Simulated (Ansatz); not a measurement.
# GeNH2 (quartet): wB97X-V, wB97M-V over a scan of the distance Ge1–N2, cc-pVDZ

Aim: run GeNH2 (quartet) with these functionals over a scan of the distance Ge1–N2, and hold them against the top wave-function level at the same points.

Program: Ansatz 0.2.0, Gaussian basis. Level of theory: cc-pVDZ, all electrons in the functionals. These are calculated values, not measurements.

To be run: wB97X-V, wB97M-V, at 1.565 Å; 1.737 Å; 1.931 Å; 2.073 Å; 2.397 Å; 2.629 Å; 3.161 Å; 3.607 Å; 4.266 Å; 5.145 Å; 6.631 Å.

32 further runs of the same task are left out: 4 for a known fault of the program, 3 for a mislabelled method, 17 that didn't finish, 8 set aside as unsound or not needed.

### Step 1. What is computed

The geometry derives from a PBE0/def2-TZVP stationary point (not a proven minimum). One bond is set to the value named and the two fragments are kept rigid. No spin-orbit coupling is included. The filled d shell of Ge may be among the frozen orbitals whatever the setting's name suggests; the logs give the count.

4 atoms, charge 0, spin multiplicity 4.

Atoms are counted from 1 here; the program's logs count them from 0.

Bond lengths: Ge1–N2 1.931 Å, Ge1–H3 1.558 Å, N2–H4 1.027 Å. Angles: N2–Ge1–H3 110.8°, Ge1–N2–H4 110.3°.

No dispersion term is added; wB97X-V, wB97M-V hold VV10 nonlocal correlation.

The geometry shown and the zero of energy belong to the point 1.931 Å. The yardstick, UCCSDT(Q), and other wave-function levels (R restricted, U unrestricted, valence and pair active spaces) come from earlier runs.

### Step 2. wB97X-V, 1.565 Å

Input file in.yaml:

```yaml
crystal:
  periodic: [false, false, false]
  atoms:
    - {symbol: Ge, position_ang: [0.000033, 0.037670, 0.260403]}
    - {symbol: N, position_ang: [-0.062123, -0.137521, -1.293518]}
    - {symbol: H, position_ang: [0.281970, -1.325033, 0.960449]}
    - {symbol: H, position_ang: [0.578903, 0.521258, -1.751900]}
basis:
  gaussian: {orbitals: cc-pVDZ}
magnetization: {spin_polarized: true, initial_magnetization: 3}
hamiltonian: {xc: {name: wB97X-V}}
```

Launch:

```console
$ ansatz run in.yaml --threads 1 --pin off --events-out ev --progress --plain --max-ram 2393MiB
```

After this run come: wB97X-V, 1.737 Å; wB97X-V, 1.931 Å; wB97X-V, 2.073 Å; wB97X-V, 2.397 Å; wB97X-V, 2.629 Å; wB97X-V, 3.161 Å; wB97X-V, 3.607 Å; wB97X-V, 4.266 Å; wB97X-V, 5.145 Å; wB97X-V, 6.631 Å; wB97M-V, 1.565 Å; wB97M-V, 1.737 Å; wB97M-V, 1.931 Å; wB97M-V, 2.073 Å; wB97M-V, 2.397 Å; wB97M-V, 2.629 Å; wB97M-V, 3.161 Å; wB97M-V, 3.607 Å; wB97M-V, 4.266 Å; wB97M-V, 5.145 Å; wB97M-V, 6.631 Å.

Before running them: what should the planned runs give, taken together? Wanted: span of the UCCSDT(Q) curve; largest miss, wB97X-V; largest miss, wB97M-V.

As calculated:

| quantity | value |
| --- | --- |
| span of the UCCSDT(Q) curve | 52.4 kcal/mol |
| largest miss, wB97X-V | +6.2 kcal/mol (6.631 Å) |
| largest miss, wB97M-V | +6.0 kcal/mol (6.631 Å) |

What this shows: Of the functionals, wB97M-V keep the smallest largest miss at the points compared (at most 6.0 kcal/mol) and wB97X-V strays most (6.2 kcal/mol, at 6.631 Å). Functionals and the yardstick converge differently with the basis, so part of each miss in cc-pVDZ is the basis.
